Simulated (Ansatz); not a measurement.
**BeNa− (triplet): from Hartree-Fock to the top rungs at distance Be1–Na2 = 3.138 Å, aug-cc-pVTZ**

One table from this session's results is given with a row withheld; the runs are named, their logs left out.

Program: Ansatz 0.2.0, Gaussian basis. Level of theory: aug-cc-pVTZ, core rule «outside noble gas», up to 6 orbitals frozen. These are calculated values, not measurements.

Plan: UHF; CCSD(T) on ROHF; CCSD(T) on UHF; BCCD(T) on ROHF; CCSDT(Q) on ROHF; CCSDT(Q) on UHF; Full CI.

46 further runs of the same task are left out: 22 for a known fault of the program, 18 that didn't finish, 6 set aside as unsound or not needed.

## The geometry

The geometry derives from a PBE0/def2-TZVPD stationary point (not a proven minimum). One bond is set to the value named and the two fragments are kept rigid.

2 atoms, charge -1, spin multiplicity 3.

Atoms are counted from 1 here; the program's logs count them from 0.

No contacts short enough for the rule that draws bonds.

The first run:

File in.yaml:

```yaml
crystal:
  periodic: [false, false, false]
  atoms:
    - {symbol: Be, position_ang: [0.000000, 0.000000, 0.000000]}
    - {symbol: Na, position_ang: [0.000000, 0.000000, 3.138000]}
basis:
  gaussian: {orbitals: aug-cc-pVTZ}
total_charge: -1
magnetization: {spin_polarized: true, initial_magnetization: 2}
hamiltonian: {xc: hf}
output: {orbitals: {seedname: orbitals}}
```

Run with:

```bash
> ansatz run in.yaml --threads 1 --pin off --events-out ev --progress --plain --max-ram 2393MiB
```

Among the steps run: UHF; CCSD(T) on ROHF; CCSD(T) on UHF; BCCD(T) on ROHF; CCSDT(Q) on ROHF; CCSDT(Q) on UHF; Full CI.

One table of the session follows, with a row left open; its other results are not shown here.

| method | from FCI (kcal/mol) |
| --- | --- |
| ROHF | +37.86 |
| UHF | +35.91 |
| RMP2 | +12.20 |
| UMP2 | +12.51 |
| RCCSD | +1.96 |
| UCCSD | +1.84 |
| RCCSD(T) | +0.57 |
| UCCSD(T) | +0.57 |
| BCCD(T) | +0.55 |
| RCCSDT | +0.04 |
| UCCSDT | +0.03 |
| RCCSDT(Q) | ? |
| UCCSDT(Q) | 0.00 |
| FCI | 0 |

Q: Estimate the row for RCCSDT(Q) from the others.

**Answer.** from FCI (kcal/mol): +0.01. In the column «from FCI (kcal/mol)» it lies between FCI (0) and UCCSDT (+0.03).

To keep in mind: Levels on UHF freeze UHF's core orbitals, full CI those of ROHF, so the U rows can settle a little off it for that reason alone. Restricted and unrestricted rows rest on different reference determinants; where their highest levels disagree by more than a few hundredths of an eV, they describe different states and don't form one ladder.
